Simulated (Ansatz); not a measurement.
# CH3FO2Si: a ladder of functionals and wavefunction methods

One table from this session's results is given with a row withheld; the runs are named, their logs left out.

The runs use Ansatz 0.2.0, Gaussian basis; functionals in def2-TZVPP, the program's frozen cores in correlated methods.

Levels to be run: LDA (SPW92), PBE-D4, revPBE-D4, BLYP-D4, r2SCAN-D4, B97M-V, PBE0-D4, B3LYP-D4, r2SCANh-D4, r2SCAN0-D4, HSE06-D4, BHLYP-D4, CAM-B3LYP-D4, LC-ωPBE, ωB97X-V, ωB97M-V, B2PLYP, PBE-QIDH; CCSD(T)/def2-SVP; CCSD(T)/def2-TZVPP; MP2/def2-QZVPP; extrapolation to the limit; RPA on PBE.

### The geometry

All runs share one geometry, relaxed beforehand with PBE0-D4 in a triple-zeta def2 set.

SMILES `O[Si]1(F)CO1`, 8 atoms, charge 0, spin multiplicity 1.

Atoms are counted from 1 here; the program's logs count them from 0.

Bond lengths: O1–Si2 1.615 Å, O1–H6 0.959 Å, Si2–F3 1.574 Å, Si2–C4 1.783 Å, Si2–O5 1.624 Å, C4–O5 1.530 Å, C4–H7 1.088 Å, C4–H8 1.088 Å. Angles: Si2–O1–H6 117.3°, O1–Si2–F3 104.8°, O1–Si2–C4 129.1°, O1–Si2–O5 120.9°, F3–Si2–C4 121.8°, F3–Si2–O5 119.0°, C4–Si2–O5 53.1°, Si2–C4–O5 58.1°, Si2–C4–H7 123.7°, Si2–C4–H8 122.5°, O5–C4–H7 111.5°, O5–C4–H8 111.5°, H7–C4–H8 112.8°, Si2–O5–C4 68.8°.

Set-up of the first run:

Contents of in.yaml:

```yaml
crystal:
  periodic: [false, false, false]
  atoms:
    - {symbol: O, position_ang: [-0.166609, 1.155292, 1.523313]}
    - {symbol: Si, position_ang: [0.498506, 0.217800, 0.388455]}
    - {symbol: F, position_ang: [1.969621, -0.037527, 0.887845]}
    - {symbol: C, position_ang: [-0.296831, -0.865608, -0.782998]}
    - {symbol: O, position_ang: [0.240824, 0.507876, -1.188211]}
    - {symbol: H, position_ang: [-1.013019, 1.557954, 1.320281]}
    - {symbol: H, position_ang: [-1.374944, -0.926292, -0.912968]}
    - {symbol: H, position_ang: [0.234552, -1.666694, -1.291516]}
basis:
  gaussian: {orbitals: def2-TZVPP}
hamiltonian: {xc: lda}
output: {orbitals: {seedname: orbitals}}
```

Launch:

```
ansatz run in.yaml --threads 2 --pin off --events-out ev --progress --plain --max-ram 4352MiB
```

Among the steps run: LDA; PBE-D4 (GGA); revPBE-D4 (GGA); BLYP-D4 (GGA); r2SCAN-D4 (meta-GGA); B97M-V (meta-GGA); PBE0-D4 (hybrid); B3LYP-D4 (hybrid); r2SCANh-D4 (hybrid); r2SCAN0-D4 (hybrid); HSE06-D4 (hybrid); BHLYP-D4 (hybrid); CAM-B3LYP-D4 (range-separated); LC-ωPBE (range-separated); ωB97X-V (range-separated); ωB97M-V (range-separated); B2PLYP (double hybrid); PBE-QIDH (double hybrid).

One of the session's tables, all rows but one given; the rest of the session is left out.

It belongs to the step «Orbital energies across the functionals». 

| functional | HOMO (eV) | gap (eV) |
| --- | --- | --- |
| LDA (SPW92) | -6.75 | 5.57 |
| PBE-D4 | ? | ? |
| revPBE-D4 | -6.48 | 5.65 |
| BLYP-D4 | -6.46 | 5.52 |
| r2SCAN-D4 | -6.83 | 6.44 |
| B97M-V | -6.89 | 6.28 |
| PBE0-D4 | -7.99 | 8.01 |
| B3LYP-D4 | -7.77 | 7.43 |
| r2SCANh-D4 | -7.37 | 7.29 |
| r2SCAN0-D4 | -8.17 | 8.55 |
| HSE06-D4 | -7.58 | 7.22 |
| BHLYP-D4 | -9.34 | 10.14 |
| CAM-B3LYP-D4 | -9.44 | 10.33 |
| LC-ωPBE | -10.79 | 13.07 |
| ωB97X-V | -10.41 | 12.49 |
| ωB97M-V | -10.29 | 11.97 |

Estimate the missing values for PBE-D4.

**Answer.** HOMO (eV): -6.56; gap (eV): 5.61. In the column «HOMO (eV)» it lies between LDA (SPW92) (-6.75) and revPBE-D4 (-6.48).
